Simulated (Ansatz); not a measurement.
# TiB2: the cost of one run

Program: Ansatz 0.2.0. Level of theory: DFT, levels as named, plane waves, PAW. These are calculated values, not measurements.

### 1 The system as given

Symmetry: P6/mmm, No. 191, hexagonal system. The conventional cell has a = 3.029 Å, b = 3.029 Å, c = 3.228 Å, α = 90.00°, β = 90.00°, γ = 120.00°. Around Ti (site symmetry 6/mmm) lie 12 B at 2.38 Å. B (site symmetry -6m2) is surrounded by 3 B at 1.75 Å and 6 Ti at 2.38 Å.

As a file:

```
Ti B
1.0
     3.02920    0.00000    0.00000
    -1.51460    2.62336    0.00000
     0.00000    0.00000    3.22840
Ti B
1 2
Direct
  0.00000 0.00000 0.00000
  0.33333 0.66667 0.50000
  0.66667 0.33333 0.50000
```

### 2 Relaxation with PBE

input.yaml reads:

```yaml
crystal:
  lattice:
    - [3.0292, 0.0, 0.0]
    - [-1.5146, 2.62336415, 0.0]
    - [0.0, 0.0, 3.2284]
  atoms:
    - { symbol: Ti, position: [0.0, 0.0, 0.0] }
    - { symbol: B, position: [0.33333333, 0.66666667, 0.5] }
    - { symbol: B, position: [0.66666667, 0.33333333, 0.5] }
  symmetry: { tolerance: 0.0003 }
hamiltonian:
  xc: pbe
  pseudopotentials: { kind: paw, azcp: { folder: soft_1 } }
basis:
  ecutwfc: 420
magnetization:
  spin_polarized: false
scf:
  occupations: { method: fermi_dirac, width: 0.1 }
kpoints:
  mp_grid: { grid: [12, 12, 10], shift: [0, 0, 0] }
output:
  forces: true
  stress: true
  eigenvalues: true
relax:
  max_steps: 60
  cell: {}
```

Command:

```sh
$ ansatz run input.yaml --threads 2 --pin off --max-ram 5632MiB --backend cpu --events-out ev --progress --plain --runs-dir out
```

Q: Estimate wall time and peak memory on 2 threads of Intel Xeon Platinum 8488C (Sapphire Rapids), shared host.

About 4.6 s, with a peak of 0.41 GiB.
